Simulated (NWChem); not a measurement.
# One shape, several levels: CBr2F2 (SMILES FC(F)(Br)Br)

Wanted: a comparison of 4 runs (HF/def2-SVP, PBE0/def2-SVP, PBE0/6-311G**, wB97X/def2-SVPD) of CBr2F2. 

Program for the calculation: NWChem 7.3.0.

### 1 The structure to begin with

CBr2F2: 5 atoms, total charge 0, spin state singlet. SMILES: `FC(F)(Br)Br`. The coordinates come from a PBE0-D4/def2-TZVP relaxation.

Bond lengths: F1–C2 1.324 Å, C2–F3 1.324 Å, C2–Br4 1.933 Å, C2–Br5 1.933 Å. Angles: F1–C2–F3 108.1°, F1–C2–Br4 109.2°, F1–C2–Br5 109.2°, F3–C2–Br4 109.2°, F3–C2–Br5 109.2°, Br4–C2–Br5 111.7°.

### 2 Energy and forces at HF/def2-SVP (run 1)

Contents of cbr2f2.xyz:

```xyz
5

F     -0.970400    -0.113400     0.986300
C      0.004800    -0.087600     0.090900
F      0.914800    -0.981400     0.446600
Br    -0.709300    -0.561200    -1.642100
Br     0.810000     1.669900     0.077000
```

Contents of run.py:

```python
from ase.io import read
from ase.calculators.nwchem import NWChem

system = read('cbr2f2.xyz')

calc = NWChem(
    label='cbr2f2',
    theory='scf',
    memory='2200 mb',
    basis='def2-SVP',
    basispar='spherical bse',
    scf={'nopen': '0', 'rhf': None, 'thresh': '1e-08', 'maxiter': '80'},
)
system.calc = calc

forces = system.get_forces()
print(f"energy = {system.get_potential_energy():.6f} eV")
print("forces (eV/A):")
for s, f in zip(system.symbols, forces):
    print(f"{s:2s} {f[0]:10.5f} {f[1]:10.5f} {f[2]:10.5f}")
print("dipole (e A):", system.get_dipole_moment().round(4))
```

Launch:

```console
export ASE_NWCHEM_COMMAND="nwchem PREFIX.nwi > PREFIX.nwo"
python run.py
```

Log:

```text
energy = -146416.884751 eV
forces (eV/A):
F     0.77210   -0.04093   -0.62971
C    -0.02386   -0.34576    0.46881
F    -0.72963    0.65116   -0.19988
Br    0.08999    0.01373    0.29316
Br   -0.10865   -0.27819    0.06767
dipole (e A): [ 0.0071  0.0998 -0.1357]
```

The calculator wrote cbr2f2.nwi:

```
title "cbr2f2"

permanent_dir cbr2f2

scratch_dir cbr2f2

start cbr2f2

geometry units angstrom nocenter noautosym noautoz
  F  -9.7040000000000004e-01 -1.1340000000000000e-01 9.8629999999999995e-01
  C  4.7999999999999996e-03 -8.7599999999999997e-02 9.0899999999999995e-02
  F  9.1479999999999995e-01 -9.8140000000000005e-01 4.4660000000000000e-01
  Br -7.0930000000000004e-01 -5.6120000000000003e-01 -1.6420999999999999e+00
  Br 8.1000000000000005e-01 1.6698999999999999e+00 7.6999999999999999e-02
end

memory 2200 mb

basis spherical bse noprint
   * library def2-SVP
end

scf
  nopen 0
  rhf
  thresh 1e-08
  maxiter 80
end

task scf gradient
```

cbr2f2.nwo:

```text
Northwest Computational Chemistry Package (NWChem) 7.3.0
             --------------------------------------------------------

           Job information
           ---------------

    nwchem branch   = 7.3.0
    use scalapack   = T
    input           = cbr2f2.nwi
    prefix          = cbr2f2.
    data base       = cbr2f2/cbr2f2.db
    status          = startup
    nproc           =        1

           Memory information
           ------------------

[... 5 lines left out ...]
    hardfail = no
[... 126 lines left out ...]
         Quadratically convergent ROHF
[... 16 lines left out ...]
       Final RHF  results
[... 4 lines left out ...]
      Two-electron energy =   2738.204168781084
[... 66 lines left out ...]
                       ROHF Final Molecular Orbital Analysis
[... 236 lines left out ...]
                 ----------------------------------------
                 |  Time  |  1-e(secs)   |  2-e(secs)   |
                 ----------------------------------------
                 |  CPU   |       0.01   |       4.57   |
                 ----------------------------------------
                 |  WALL  |       0.01   |       4.57   |
                 ----------------------------------------

 Task  times  cpu:       28.6s     wall:       28.6s
 Total times  cpu:       28.6s     wall:       28.6s
```

Run time: 30 s. Hardware: 1 thread of Intel Xeon Platinum 8488C (Sapphire Rapids), shared host; peak memory 0.097 GiB.

### 3 Energy and forces at PBE0/def2-SVP (run 2)

Contents of a.nw:

```
start a
memory stack 880 mb heap 220 mb global 1100 mb
geometry units au noautosym nocenter noautoz
 F   -1.83379023  -0.21429494   1.86383688
 C    0.00907069  -0.16554001   0.17177610
 F    1.72872146  -1.85457722   0.84395169
 Br  -1.34038274  -1.06051430  -3.10311927
 Br   1.53067816   3.15565366   0.14550891
end
basis "ao basis" spherical bse
 * library def2-SVP
end
dft
 xc pbe0
 grid fine
 convergence energy 1e-08
 maxiter 100
 mulliken
end
task dft gradient
```

Launch:

```console
nwchem a.nw > a.out
```

Log:

```text
[...]
          Wavefunction type:  closed shell.
          No. of atoms     :     5
          No. of electrons :    94
[...]
          Charge           :     0
          Spin multiplicity:     1
[...]
          AO basis - number of functions:   106
[...]
              XC Information
              --------------
                         PBE0 Method XC Functional
                     Hartree-Fock (Exact) Exchange  0.250
          PerdewBurkeErnzerhof Exchange Functional  0.750
            Perdew 1991 LDA Correlation Functional  1.000 local
           PerdewBurkeErnz. Correlation Functional  1.000 non-local
[...]
 d= 0,ls=0.0,diis     1  -5384.2172493092 -6.01D+03  2.07D-02  2.03D+00     2.4
[...]
 d= 0,ls=0.0,diis     8  -5384.4528927777 -5.46D-09  1.41D-06  5.86D-08    14.3
         Total DFT energy =    -5384.452892777698
      One electron energy =    -8748.441509195514
           Coulomb energy =     2942.632455012752
    Exchange-Corr. energy =     -208.204035980157
 Nuclear repulsion energy =      629.560197385221
[...]
  wavefunction    = closed shell
                         DFT ENERGY GRADIENTS
    atom               coordinates                        gradient
                 x          y          z           x          y          z
   1 F      -1.833790  -0.214295   1.863837   -0.002004  -0.000477   0.002397
   2 C       0.009071  -0.165540   0.171776    0.000198   0.002963  -0.004004
   3 F       1.728721  -1.854577   0.843952    0.001825  -0.002250   0.001303
   4 Br     -1.340383  -1.060514  -3.103119    0.000035  -0.000055   0.000196
   5 Br      1.530678   3.155654   0.145509   -0.000053  -0.000182   0.000108
[...]
```

Run time: 20 s. Hardware: 1 thread of Intel Xeon Platinum 8488C (Sapphire Rapids), shared host; peak memory 0.12 GiB.

Run 3 isn't shown in full; the table further down has it.

### 4 Energy and gradient at wB97X/def2-SVPD (run 4)

Contents of cbr2f2.nw:

```
start cbr2f2
title "CBr2F2 wB97X"
memory stack 880 mb heap 220 mb global 1100 mb

geometry units angstroms noautosym nocenter noautoz
 F     -0.970400    -0.113400     0.986300
 C      0.004800    -0.087600     0.090900
 F      0.914800    -0.981400     0.446600
 Br    -0.709300    -0.561200    -1.642100
 Br     0.810000     1.669900     0.077000
end

basis spherical bse
 * library def2-SVPD
end

dft
 xc wb97x
 grid fine
 convergence energy 1e-08
 maxiter 100
 mulliken
end

task dft gradient
```

Launch:

```console
nwchem cbr2f2.nw > cbr2f2.out
```

Log:

```text
[...]
          Wavefunction type:  closed shell.
          No. of atoms     :     5
          No. of electrons :    94
[...]
          Charge           :     0
          Spin multiplicity:     1
[...]
          AO basis - number of functions:   148
[...]
              XC Information
              --------------
                       wb97x  Method XC Functional
                     Hartree-Fock (Exact) Exchange  1.000
                         wb97x Exchange Functional  1.000
                      wb97x Correlation Functional  1.000
[...]
 d= 0,ls=0.0,diis     1  -5385.0745305355 -6.01D+03  1.26D-02  2.01D+00    19.4
[...]
 d= 0,ls=0.0,diis    11  -5385.3052910286 -1.23D-09  6.51D-08  5.47D-11   205.6
         Total DFT energy =    -5385.305291028646
      One electron energy =    -8747.169552138690
           Coulomb energy =     2941.260862124409
    Exchange-Corr. energy =     -208.956844038505
 Nuclear repulsion energy =      629.560243024140
[...]
  wavefunction    = closed shell
[...]
                         DFT ENERGY GRADIENTS
    atom               coordinates                        gradient
                 x          y          z           x          y          z
   1 F      -1.833790  -0.214295   1.863837    0.003463   0.000013  -0.003071
   2 C       0.009071  -0.165540   0.171776   -0.000384  -0.005243   0.007161
   3 F       1.728721  -1.854577   0.843952   -0.003229   0.003084  -0.001153
   4 Br     -1.340383  -1.060514  -3.103119   -0.000789  -0.000198  -0.002453
   5 Br      1.530678   3.155653   0.145509    0.000939   0.002343  -0.000485
[...]
```

Run time: 5.5 min. Hardware: 1 thread of Intel Xeon Platinum 8488C (Sapphire Rapids), shared host; peak memory 0.13 GiB.

### 5 The series

| run | level | iteration cap | module | energy (Eh) | dipole moment (D) | HOMO energy (eV) | LUMO energy (eV) | wall time |
| --- | --- | --- | --- | --- | --- | --- | --- | --- |
| 1 | HF/def2-SVP | 80 | scf | -5380.721313 | 0.81 | -11.63 | 2.45 | 30 s |
| 2 | PBE0/def2-SVP | 100 | dft | -5384.452893 | 0.45 | -8.50 | -1.46 | 20 s |
| 3 | PBE0/6-311G** | 100 | dft | -5385.247187 | 0.47 | -8.59 | -1.76 | 39 s |
| 4 | wB97X/def2-SVPD | 100 | dft | -5385.305291 | 0.57 | -11.03 | 0.30 | 5.5 min |

### 6 Summary of results

| quantity | value |
| --- | --- |
| run 4: total energy | -5385.30529 Eh |
| run 4: dipole moment | 0.57 D |
| run 4: HOMO energy | -11.03 eV |
| run 4: LUMO energy | 0.30 eV |
| run 4: HOMO–LUMO gap | 11.33 eV |
| run 4: largest force on an atom | 0.457 eV/Å |

The dipole moment (its size) runs from 0.45 D (PBE0/def2-SVP) to 0.81 D (HF/def2-SVP). The HOMO–LUMO gap runs from 6.83 eV (PBE0/6-311G**) to 14.08 eV (HF/def2-SVP). The two ends differ in method and basis. Totals of different functionals can't be ranked against each other. All runs together took 7 min, the longest 5.5 min.
